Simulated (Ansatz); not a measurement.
# C₂H₇AlSe: a ladder of functionals and wavefunction methods

The task here is to estimate one member of a computed series from the others.

Computed with Ansatz 0.2.0, Gaussian basis. Level: functionals in def2-TZVPP, the program's frozen cores in correlated methods.

Levels to be run: LDA (SPW92), PBE-D4, revPBE-D4, BLYP-D4, r2SCAN-D4, B97M-V, PBE0-D4, B3LYP-D4, r2SCANh-D4, r2SCAN0-D4, HSE06-D4, BHLYP-D4, CAM-B3LYP-D4, LC-ωPBE, ωB97X-V, ωB97M-V, B2PLYP, PBE-QIDH; CCSD(T)/def2-SVP; CCSD(T)/def2-TZVPP; MP2/def2-QZVPP; extrapolation to the limit; RPA on PBE.

## The geometry

All runs share one geometry, relaxed beforehand with PBE0-D4 in a triple-zeta def2 set.

SMILES `[CH3][AlH][Se]C`, 11 atoms, charge 0, spin multiplicity 1.

Atoms are counted from 1 here; the program's logs count them from 0.

Bond lengths: C1–Al2 1.950 Å, C1–H5 1.096 Å, C1–H6 1.093 Å, C1–H7 1.093 Å, Al2–Se3 2.311 Å, Al2–H8 1.585 Å, Se3–C4 1.964 Å, C4–H9 1.087 Å, C4–H10 1.088 Å, C4–H11 1.087 Å. Angles: Al2–C1–H5 110.2°, Al2–C1–H6 112.7°, Al2–C1–H7 111.2°, H5–C1–H6 107.2°, H5–C1–H7 107.0°, H6–C1–H7 108.3°, C1–Al2–Se3 120.9°, C1–Al2–H8 124.2°, Se3–Al2–H8 115.0°, Al2–Se3–C4 100.3°, Se3–C4–H9 110.7°, Se3–C4–H10 106.6°, Se3–C4–H11 110.1°, H9–C4–H10 109.4°, H9–C4–H11 110.4°, H10–C4–H11 109.5°.

The first run:

in.yaml reads:

```yaml
crystal:
  periodic: [false, false, false]
  atoms:
    - {symbol: C, position_ang: [-1.556025, 0.644428, 0.433020]}
    - {symbol: Al, position_ang: [-0.210183, -0.268833, 1.509112]}
    - {symbol: Se, position_ang: [1.776346, -0.982312, 0.567226]}
    - {symbol: C, position_ang: [1.498372, -0.428355, -1.296747]}
    - {symbol: H, position_ang: [-1.382348, 1.726159, 0.447866]}
    - {symbol: H, position_ang: [-1.544738, 0.329527, -0.613198]}
    - {symbol: H, position_ang: [-2.560747, 0.476779, 0.830629]}
    - {symbol: H, position_ang: [-0.356150, -0.555193, 3.060900]}
    - {symbol: H, position_ang: [1.167772, 0.606136, -1.345579]}
    - {symbol: H, position_ang: [2.460533, -0.524801, -1.795946]}
    - {symbol: H, position_ang: [0.772670, -1.080634, -1.776783]}
basis:
  gaussian: {orbitals: def2-TZVPP}
hamiltonian: {xc: lda}
output: {orbitals: {seedname: orbitals}}
```

Run with:

```console
> ansatz run in.yaml --threads 4 --pin off --events-out ev --progress --plain --max-ram 10444MiB
```

Steps of the session up to this table: LDA; PBE-D4 (GGA); revPBE-D4 (GGA); BLYP-D4 (GGA); r2SCAN-D4 (meta-GGA); B97M-V (meta-GGA); B3LYP-D4 (hybrid); r2SCANh-D4 (hybrid); r2SCAN0-D4 (hybrid); HSE06-D4 (hybrid); BHLYP-D4 (hybrid); CAM-B3LYP-D4 (range-separated); LC-ωPBE (range-separated); ωB97X-V (range-separated); ωB97M-V (range-separated); B2PLYP (double hybrid); PBE-QIDH (double hybrid).

One table of the session follows, with a row left open; its other results are not shown here.

It belongs to the step «Orbital energies across the functionals». 

| functional | HOMO (eV) | gap (eV) |
| --- | --- | --- |
| LDA (SPW92) | -5.79 | 3.88 |
| PBE-D4 | ? | ? |
| revPBE-D4 | -5.61 | 4.04 |
| BLYP-D4 | -5.49 | 3.94 |
| r2SCAN-D4 | -5.90 | 4.52 |
| B97M-V | -5.96 | 4.45 |
| PBE0-D4 | -6.73 | 5.78 |
| B3LYP-D4 | -6.50 | 5.37 |
| r2SCANh-D4 | -6.29 | 5.16 |
| r2SCAN0-D4 | -6.89 | 6.12 |
| HSE06-D4 | -6.33 | 5.02 |
| BHLYP-D4 | -7.65 | 7.47 |
| CAM-B3LYP-D4 | -7.97 | 7.94 |
| LC-ωPBE | -9.31 | 10.33 |
| ωB97X-V | -8.98 | 9.89 |
| ωB97M-V | -8.85 | 9.50 |

Estimate the missing values for PBE-D4.

As computed: HOMO (eV): -5.66; gap (eV): 3.98. In the column «HOMO (eV)» it lies between LDA (SPW92) (-5.79) and revPBE-D4 (-5.61).
